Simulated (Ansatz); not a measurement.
**One shape, several levels: SiF3 (trifluorosilyl)**

We compute a comparison of 6 runs (U-r2SCAN/STO-3G, U-r2SCAN0/STO-3G, UB3LYP/STO-3G, UPBE/STO-3G, RPA@PBE/STO-3G, UCCSDT/STO-3G) of SiF3 (trifluorosilyl). 

The results are computed with Ansatz 0.2.0.

45 further runs of the same task are left out: 7 that didn't finish, 38 set aside as unsound or not needed.

**1. The structure to begin with**

The species is SiF3 (4 atoms), meant as a doublet with charge 0. SMILES: `F[Si](F)F`. The Si2–F1 distance was set to 2.385 Å, away from the relaxed value. At this shape a bond of the SMILES string is far longer than usual.

Bond lengths: Si2–F3 1.590 Å, Si2–F4 1.590 Å. Angles: F3–Si2–F4 104.5°. A long bond or contact: F1–Si2 2.385 Å.

**2. A single-point energy at U-r2SCAN/STO-3G (run 1)**

File molecule.yaml:

```yaml
crystal:
  periodic: [false, false, false]
  atoms:
    - {symbol: F, position_ang: [1.344470, -0.885505, 1.544127]}
    - {symbol: Si, position_ang: [-0.325240, 0.244050, 0.268860]}
    - {symbol: F, position_ang: [-0.962750, -0.889100, -0.646850]}
    - {symbol: F, position_ang: [0.500100, 1.154030, -0.741040]}
basis:
  gaussian:
    orbitals: STO-3G
magnetization:
  spin_polarized: true
  initial_magnetization: 1
hamiltonian:
  xc: {name: r2SCAN}
accuracy: high
```

Started as:

```
ansatz run molecule.yaml --threads 1 --pin off --max-ram 2610MiB --events-out events.jsonl --progress --plain --runs-dir runs
```

The program printed:

```text
Warning: RAYON_NUM_THREADS=1 ignored (pool sized by the plan → 1); use --threads N
Functional definition: r2SCAN
  name "r2SCAN"
  parameter k0 = 0.174
  parameter k1 = 0.065
  parameter a1 = 4.9479
  exchange = r2scan_x(k0 = k0, k1 = k1, a1 = a1)
  correlation = r2scan_c
438 factors; integrals over basis functions are off by at most 2.7e-8 eV
mean field evaluation 1: about -15807.5602 eV, gradient 1.9e1 eV
mean field evaluation 2: about -15489.8183 eV, gradient 9.9e1 eV
mean field evaluation 4: about -15813.4225 eV, gradient 2.2e0 eV
mean field evaluation 8: about -15813.6440 eV, gradient 5.2e-1 eV
mean field evaluation 16: about -15813.6061 eV, gradient 3.2e-3 eV
mean field evaluation 32: about -15813.3748 eV, gradient 2.6e0 eV
mean field -15813.60605286 eV, -581.1393035954 hartree, gradient 7.8e-8 eV, S^2 0.765549; 6 other end points of the search recorded, 0 dependent functions left out
reference -15813.60605329 eV, -581.1393036112 hartree; 21, 20 occupied and 3, 4 virtual orbitals, 438 factors
Total energy: -15813.60605329 eV, -581.1393036112 hartree
```

Run time: 2.8 s. Hardware: 1 thread of AMD EPYC 9R45 (Zen 5), shared host; peak memory 0.27 GiB.

**3. The energy at U-r2SCAN0/STO-3G (run 2)**

File job.yaml:

```yaml
crystal:
  periodic: [false, false, false]
  atoms:
    - {symbol: F, position_ang: [1.344470, -0.885505, 1.544127]}
    - {symbol: Si, position_ang: [-0.325240, 0.244050, 0.268860]}
    - {symbol: F, position_ang: [-0.962750, -0.889100, -0.646850]}
    - {symbol: F, position_ang: [0.500100, 1.154030, -0.741040]}
basis:
  gaussian:
    orbitals: STO-3G
magnetization:
  spin_polarized: true
  initial_magnetization: 1
hamiltonian:
  xc: {name: r2SCAN0}
accuracy: high
```

Started as:

```
ansatz run job.yaml --threads 1 --pin off --max-ram 2610MiB --events-out events.jsonl --progress --plain --runs-dir runs
```

The program printed:

```text
Warning: RAYON_NUM_THREADS=1 ignored (pool sized by the plan → 1); use --threads N
Functional definition: r2SCAN0
  name "r2SCAN0"
  parameter a = 0.25
[... 3 set-up lines as earlier in the session ...]
  exchange = (1 - a)*r2scan_x(k0 = k0, k1 = k1, a1 = a1) + a*exact_x
[... 1 set-up line as earlier in the session ...]
438 factors; integrals over basis functions are off by at most 2.7e-8 eV
mean field evaluation 1: about -15805.8157 eV, gradient 2.0e1 eV
mean field evaluation 2: about -15620.3058 eV, gradient 1.7e2 eV
mean field evaluation 4: about -15808.6645 eV, gradient 2.1e1 eV
mean field evaluation 8: about -15813.0661 eV, gradient 6.8e-1 eV
mean field evaluation 16: about -15813.1973 eV, gradient 1.8e-3 eV
mean field -15813.19733213 eV, -581.1242833857 hartree, gradient 8.2e-8 eV, S^2 0.788085; 4 other end points of the search recorded, 0 dependent functions left out
reference -15813.19733246 eV, -581.1242833979 hartree; 21, 20 occupied and 3, 4 virtual orbitals, 438 factors
Total energy: -15813.19733246 eV, -581.1242833979 hartree
```

Wall time 2.1 s (1 thread of AMD EPYC 9R45 (Zen 5), shared host); peak memory 0.27 GiB.

**4. The energy at UB3LYP/STO-3G (run 3)**

File input.yaml:

```yaml
basis:
  gaussian:
    orbitals: STO-3G
crystal:
  periodic: [false, false, false]
  atoms:
    - {symbol: F, position_ang: [1.344470, -0.885505, 1.544127]}
    - {symbol: Si, position_ang: [-0.325240, 0.244050, 0.268860]}
    - {symbol: F, position_ang: [-0.962750, -0.889100, -0.646850]}
    - {symbol: F, position_ang: [0.500100, 1.154030, -0.741040]}
magnetization:
  spin_polarized: true
  initial_magnetization: 1
hamiltonian:
  xc: {name: B3LYP}
accuracy: high
```

Started as:

```
ansatz run input.yaml --threads 1 --pin off --max-ram 2610MiB --events-out events.jsonl --progress --plain --runs-dir runs
```

The program printed:

```text
Warning: RAYON_NUM_THREADS=1 ignored (pool sized by the plan → 1); use --threads N
Functional definition: B3LYP
  name "B3LYP"
  parameter a0 = 0.2
  parameter ax = 0.72
  parameter ac = 0.81
  exchange = (1 - a0 - ax)*slater_x + ax*b88_x + a0*exact_x
  correlation = (1 - ac)*vwn_rpa_c + ac*lyp_c
438 factors; integrals over basis functions are off by at most 2.7e-8 eV
mean field evaluation 1: about -15808.2314 eV, gradient 2.1e1 eV
mean field evaluation 2: about -15516.1313 eV, gradient 1.4e2 eV
mean field evaluation 4: about -15809.3273 eV, gradient 2.4e1 eV
mean field evaluation 8: about -15815.2216 eV, gradient 1.2e0 eV
mean field evaluation 16: about -15815.3284 eV, gradient 5.9e-3 eV
mean field evaluation 32: about -15815.3284 eV, gradient 7.7e-8 eV
mean field -15815.32837008 eV, -581.2025975858 hartree, gradient 7.7e-8 eV, S^2 0.773336; 4 other end points of the search recorded, 0 dependent functions left out
reference -15815.32839029 eV, -581.2025983286 hartree; 21, 20 occupied and 3, 4 virtual orbitals, 438 factors
Total energy: -15815.32839029 eV, -581.2025983286 hartree
```

Wall time 1.1 s (1 thread of AMD EPYC 9R45 (Zen 5), shared host).

Runs 4 to 5 aren't shown in full; the table further down has their settings and results.

**5. A single-point energy at UCCSDT/STO-3G (run 6)**

File run.yaml:

```yaml
crystal:
  periodic: [false, false, false]
  atoms:
    - {symbol: F, position_ang: [1.344470, -0.885505, 1.544127]}
    - {symbol: Si, position_ang: [-0.325240, 0.244050, 0.268860]}
    - {symbol: F, position_ang: [-0.962750, -0.889100, -0.646850]}
    - {symbol: F, position_ang: [0.500100, 1.154030, -0.741040]}
basis:
  gaussian:
    orbitals: STO-3G
magnetization:
  spin_polarized: true
  initial_magnetization: 1
scf:
  omitted_lower_state_checks: [cluster_reference, increment]
correlation:
  method: ccsdt
  frozen_orbitals: {F: 1, Si: 5}
accuracy: high
```

Started as:

```
ansatz run run.yaml --threads 1 --pin off --max-ram 2610MiB --events-out events.jsonl --progress --plain --runs-dir runs
```

The program printed:

```text
Warning: RAYON_NUM_THREADS=1 ignored (pool sized by the plan → 1); use --threads N
[... 15 lines left out ...]
8 core orbitals not correlated: weight in the atoms' cores, before any rotation towards them, 1.000 or more for the frozen orbitals, at most 0.000 for the correlated occupied ones
[... 72 lines left out ...]
Total energy: -15776.00248068 eV, -579.7573978064 hartree
Checks for a lower state left out: cluster_reference, increment
```

Wall time 2 s (1 thread of AMD EPYC 9R45 (Zen 5), shared host).

**6. All runs side by side**

```csv
run,level,frozen core orbitals,energy (Eh),⟨S²⟩,wall time
1,U-r2SCAN/STO-3G,–,-581.139304,0.766,2.8 s
2,U-r2SCAN0/STO-3G,–,-581.124283,0.788,2.1 s
3,UB3LYP/STO-3G,–,-581.202598,0.773,1.1 s
4,UPBE/STO-3G,–,-580.785495,0.756,1.1 s
5,RPA@PBE/STO-3G,8,-579.820602,0.756,1.3 s
6,UCCSDT/STO-3G,8,-579.757398,0.815,2 s
```

**7. Summary of results**

| quantity | value |
| --- | --- |
| run 6: total energy | -579.75740 Eh |
| run 6: correlation energy (8 core orbitals frozen) | -91.1 mEh |
| run 6: ⟨S²⟩ of the reference determinant | 0.815 |
| run 6: T1 diagnostic | 0.022 |

In words: Totals of different functionals can't be ranked against each other. In runs 1, 2, 3, 4, 5, 6 the basis is minimal, so the values are rough. All runs together took 10 s, the longest 2.8 s.
